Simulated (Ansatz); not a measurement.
# One shape, several levels: triplet CHClFNOSi

Aim: a comparison of 6 runs (UHF/3-21G, U-wB97X/6-31G*, UB2PLYP/6-31G*, UCAM-B3LYP/6-31G*, USVWN5/6-31G*, UCCSD/6-31G*) of triplet CHClFNOSi. 

The results are computed with Ansatz 0.2.0.

144 further runs of the same task are left out: 144 set aside as unsound or not needed. Runs told in other sessions of the task aren't counted.

## (1) The structure to begin with

The species is CHClFNOSi (7 atoms), meant as a triplet with charge 0. As SMILES of the parent species, `O=C=N[SiH](F)Cl`. The shape is that of a PBE0-D4/def2-TZVP optimisation. This is one conformer, not always the lowest. That shape belongs to the parent species and isn't relaxed for this state.

Bond lengths: O1–C2 1.159 Å, C2–N3 1.198 Å, N3–Si4 1.686 Å, Si4–F5 1.581 Å, Si4–Cl6 2.029 Å, Si4–H7 1.466 Å. Angles: O1–C2–N3 177.6°, C2–N3–Si4 156.6°, N3–Si4–F5 108.1°, N3–Si4–Cl6 110.5°, F5–Si4–Cl6 108.3°, N3–Si4–H7 110.6°, F5–Si4–H7 109.0°, Cl6–Si4–H7 110.3°.

## (2) The energy at UHF/3-21G (run 1)

Input file molecule.yaml:

```yaml
crystal:
  periodic: [false, false, false]
  atoms:
    - symbol: O
      position_ang: [0.815200, -2.357500, 1.658700]
    - symbol: C
      position_ang: [0.512200, -1.559700, 0.874600]
    - symbol: "N"
      position_ang: [0.199300, -0.771000, 0.028300]
    - symbol: Si
      position_ang: [-0.274200, 0.722000, -0.596700]
    - symbol: F
      position_ang: [0.917700, 1.292700, -1.464400]
    - symbol: Cl
      position_ang: [-0.652900, 2.033600, 0.904000]
    - symbol: H
      position_ang: [-1.456100, 0.571700, -1.450200]
basis:
  gaussian:
    orbitals: 3-21G.json
magnetization:
  spin_polarized: true
  initial_magnetization: 2
hamiltonian:
  xc: hf
accuracy: high
output: {orbitals: {seedname: orbitals}}
```

The basis set 3-21G is read from a file made from the Basis Set Exchange's data (not shown).

Started as:

```console
ansatz run molecule.yaml --threads 1 --pin off --max-ram 3480MiB --events-out events.jsonl --progress --plain --runs-dir runs
```

Standard output:

```text
Warning: RAYON_NUM_THREADS=1 ignored (pool sized by the plan → 1); use --threads N
Functional definition: HF
  name "HF"
  exchange = exact_x
  correlation = 0
1424 factors; integrals over basis functions are off by at most 5.2e-9 eV
mean field evaluation 1: about -27488.0218 eV, gradient 2.4e1 eV
mean field evaluation 2: about -27488.0399 eV, gradient 2.4e1 eV
mean field evaluation 4: about -27492.0565 eV, gradient 4.6e0 eV
mean field evaluation 8: about -27492.7707 eV, gradient 5.8e-1 eV
mean field evaluation 16: about -27492.8121 eV, gradient 1.7e-1 eV
mean field evaluation 32: about -27492.8511 eV, gradient 1.7e-3 eV
mean field evaluation 64: about -27492.7827 eV, gradient 1.2e-1 eV
mean field evaluation 96: about -27492.6341 eV, gradient 5.3e-1 eV
mean field evaluation 128: about -27492.8015 eV, gradient 5.1e-1 eV
mean field evaluation 160: about -27492.5570 eV, gradient 8.6e-1 eV
mean field evaluation 192: about -27489.6998 eV, gradient 1.3e0 eV
mean field -27492.85111375 eV, -1010.3436431065 hartree, gradient 2.6e-8 eV, S^2 2.015252; 3 other end points of the search recorded, 0 dependent functions left out
reference -27492.85111375 eV, -1010.3436431065 hartree; 32, 30 occupied and 32, 34 virtual orbitals, 1424 factors
Total energy: -27492.85111375 eV, -1010.3436431065 hartree
```

Run time: 7.8 s. Hardware: 1 thread of Arm Neoverse V2, shared host; peak memory 0.22 GiB.

## (3) The energy at U-wB97X/6-31G(d) (spherical functions) (run 2)

Input file in.yaml:

```yaml
crystal:
  periodic: [false, false, false]
  atoms:
    - {symbol: O, position_ang: [0.815200, -2.357500, 1.658700]}
    - {symbol: C, position_ang: [0.512200, -1.559700, 0.874600]}
    - {symbol: "N", position_ang: [0.199300, -0.771000, 0.028300]}
    - {symbol: Si, position_ang: [-0.274200, 0.722000, -0.596700]}
    - {symbol: F, position_ang: [0.917700, 1.292700, -1.464400]}
    - {symbol: Cl, position_ang: [-0.652900, 2.033600, 0.904000]}
    - {symbol: H, position_ang: [-1.456100, 0.571700, -1.450200]}
basis:
  gaussian: {orbitals: 6-31G_st_-spherical.json}
magnetization: {spin_polarized: true, initial_magnetization: 2}
hamiltonian: {xc: {name: wB97X}}
accuracy: high
output: {orbitals: {seedname: orbitals}}
```

The basis set 6-31G* is read from a file made from the Basis Set Exchange's data (not shown).

Started as:

```console
ansatz run in.yaml --threads 1 --pin off --max-ram 3480MiB --events-out events.jsonl --progress --plain --runs-dir runs
```

Standard output, cut to the lines that bear on the results:

```text
Warning: RAYON_NUM_THREADS=1 ignored (pool sized by the plan → 1); use --threads N
Functional definition: wB97X
  name "wB97X"
[...]
      + exact_x_lr(omega)
[...]
      + integral(e_c_pw_opposite_spin*poly(b97_u_opposite, 1, cos1, cos2, cos3, cos4))
1979 factors; integrals over basis functions are off by at most 6.2e-9 eV
384 factors; integrals over basis functions are off by at most 2.1e-9 eV
[...]
mean field -27701.28075577 eV, -1018.0032911721 hartree, gradient 9.9e-8 eV, S^2 2.005757; 4 other end points of the search recorded, 0 dependent functions left out
reference -27701.28075317 eV, -1018.0032910766 hartree; 32, 30 occupied and 62, 64 virtual orbitals, 1979 factors
Total energy: -27701.28075317 eV, -1018.0032910766 hartree
```

Run time: 3.2 min. Hardware: 1 thread of Arm Neoverse V2, shared host; peak memory 1 GiB.

## (4) A single-point energy at UB2PLYP/6-31G(d) (spherical functions) (run 3)

Input file run.yaml:

```yaml
basis:
  gaussian: {orbitals: 6-31G_st_-spherical.json}
crystal:
  periodic: [false, false, false]
  atoms:
    - symbol: O
      position_ang: [0.815200, -2.357500, 1.658700]
    - symbol: C
      position_ang: [0.512200, -1.559700, 0.874600]
    - symbol: N
      position_ang: [0.199300, -0.771000, 0.028300]
    - symbol: Si
      position_ang: [-0.274200, 0.722000, -0.596700]
    - symbol: F
      position_ang: [0.917700, 1.292700, -1.464400]
    - symbol: Cl
      position_ang: [-0.652900, 2.033600, 0.904000]
    - symbol: H
      position_ang: [-1.456100, 0.571700, -1.450200]
magnetization: {spin_polarized: true, initial_magnetization: 2}
hamiltonian: {xc: {name: B2PLYP}}
correlation: {frozen_orbitals: {C: 1, Cl: 5, F: 1, H: 0, "N": 1, O: 1, Si: 5}}
accuracy: high
output: {orbitals: {seedname: orbitals}}
```

The basis set 6-31G* is read from a file made from the Basis Set Exchange's data (not shown).

Started as:

```console
ansatz run run.yaml --threads 1 --pin off --max-ram 3480MiB --events-out events.jsonl --progress --plain --runs-dir runs
```

Standard output, cut to the lines that bear on the results:

```text
Warning: RAYON_NUM_THREADS=1 ignored (pool sized by the plan → 1); use --threads N
Functional definition: B2PLYP
  name "B2PLYP"
[...]
1979 factors; integrals over basis functions are off by at most 6.2e-9 eV
[...]
mean field -27682.52177503 eV, -1017.3139113450 hartree, gradient 2.2e-8 eV, S^2 2.010346; 6 other end points of the search recorded, 0 dependent functions left out
14 core orbitals not correlated: weight in the atoms' cores, before any rotation towards them, 1.000 or more for the frozen orbitals, at most 0.000 for the correlated occupied ones
reference -27682.52179935 eV, -1017.3139122390 hartree; 18, 16 occupied and 62, 64 virtual orbitals, 1979 factors
second order -26.27870739 eV of doubles, -0.00000000 eV of singles
Total energy: -27689.61705035 eV, -1017.5746579037 hartree
```

It took 59 s on 1 thread of Arm Neoverse V2, shared host; peak memory 0.72 GiB.

Runs 4 to 5 aren't shown in full; the table further down has their settings and results.

## (5) The energy at UCCSD/6-31G(d) (spherical functions) (run 6)

Input file job.yaml:

```yaml
basis:
  gaussian:
    orbitals: 6-31G_st_-spherical.json
crystal:
  periodic: [false, false, false]
  atoms:
    - {symbol: O, position_ang: [0.815200, -2.357500, 1.658700]}
    - {symbol: C, position_ang: [0.512200, -1.559700, 0.874600]}
    - {symbol: N, position_ang: [0.199300, -0.771000, 0.028300]}
    - {symbol: Si, position_ang: [-0.274200, 0.722000, -0.596700]}
    - {symbol: F, position_ang: [0.917700, 1.292700, -1.464400]}
    - {symbol: Cl, position_ang: [-0.652900, 2.033600, 0.904000]}
    - {symbol: H, position_ang: [-1.456100, 0.571700, -1.450200]}
magnetization:
  spin_polarized: true
  initial_magnetization: 2
correlation:
  method: ccsd
  frozen_orbitals: {C: 1, Cl: 5, F: 1, H: 0, "N": 1, O: 1, Si: 5}
accuracy: high
scf:
  omitted_lower_state_checks: [cluster_reference, increment]
```

The basis set 6-31G* is read from a file made from the Basis Set Exchange's data (not shown).

Started as:

```console
ansatz run job.yaml --threads 1 --pin off --max-ram 3480MiB --events-out events.jsonl --progress --plain --runs-dir runs
```

Standard output:

```text
Warning: RAYON_NUM_THREADS=1 ignored (pool sized by the plan → 1); use --threads N
[... 17 lines left out ...]
14 core orbitals not correlated: weight in the atoms' cores, before any rotation towards them, 1.000 or more for the frozen orbitals, at most 0.000 for the correlated occupied ones
[... 57 lines left out ...]
Total energy: -27656.12965704 eV, -1016.3440188984 hartree
Checks for a lower state left out: cluster_reference, increment
```

Wall time 3.2 min (1 thread of Arm Neoverse V2, shared host); peak memory 1.2 GiB.

## (6) The series

| run | level | frozen core orbitals | energy (Eh) | HOMO energy (eV) | ⟨S²⟩ | wall time |
| --- | --- | --- | --- | --- | --- | --- |
| 1 | UHF/3-21G | – | -1010.343643 | -5.89 | 2.015 | 7.8 s |
| 2 | U-wB97X/6-31G* (spherical functions) | – | -1018.003291 | -4.86 | 2.006 | 3.2 min |
| 3 | UB2PLYP/6-31G* (spherical functions) | 14 | -1017.574658 | -3.79 | 2.010 | 59 s |
| 4 | UCAM-B3LYP/6-31G* (spherical functions) | – | -1018.009341 | -3.94 | 2.005 | 36 s |
| 5 | USVWN5/6-31G* (spherical functions) | – | -1013.505608 | -1.61 | 2.001 | 15 s |
| 6 | UCCSD/6-31G* (spherical functions) | 14 | -1016.344019 | – | 2.020 | 3.2 min |

## (7) Outcome

| quantity | value |
| --- | --- |
| run 6: total energy | -1016.34402 Eh |
| run 6: correlation energy (14 core orbitals frozen) | -814.7 mEh |
| run 6: ⟨S²⟩ of the reference determinant | 2.020 |
| run 6: T1 diagnostic | 0.023 |

Totals of different functionals can't be ranked against each other. All runs together took 8.3 min, the longest 3.2 min.
